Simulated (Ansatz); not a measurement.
# CuF: the cost of one run

Computed with Ansatz 0.2.0, Gaussian basis. Level: def2-TZVPP, core rule «outside noble gas», up to 10 orbitals frozen.

To be run: UHF; CCSD(T) on RHF; CCSD(T) on UHF; CCSDT(Q) on RHF; CASSCF and NEVPT2, 2 electrons in 2 orbitals; CASSCF and NEVPT2, 18 electrons in 10 orbitals.

3 further runs of the same task are left out: 3 for a known fault of the program. Runs told in other sessions of the task aren't counted.

## 1. What is computed

The geometry derives from a PBE0/def2-TZVP stationary point (not a proven minimum). One bond is set to the value named and the two fragments are kept rigid.

2 atoms, charge 0, spin multiplicity 1.

Atoms are counted from 1 here; the program's logs count them from 0.

Bond lengths: Cu1–F2 1.580 Å.

## 2. UHF

File in.yaml:

```yaml
crystal:
  periodic: [false, false, false]
  atoms:
    - {symbol: Cu, position_ang: [0.000000, 0.000000, 0.000000]}
    - {symbol: F, position_ang: [0.000000, 0.000000, 1.580000]}
basis:
  gaussian: {orbitals: def2-TZVPP}
magnetization: {spin_polarized: true, initial_magnetization: 0}
hamiltonian: {xc: hf}
output: {orbitals: {seedname: orbitals}}
```

Launch:

```sh
ansatz run in.yaml --threads 1 --pin off --events-out ev --progress --plain --max-ram 2816MiB --backend cpu
```

**Question.** How long does this run take on 1 thread of AMD EPYC 7R13, shared host, and how much memory does it need?

About 7 s, with a peak of 0.3 GiB.
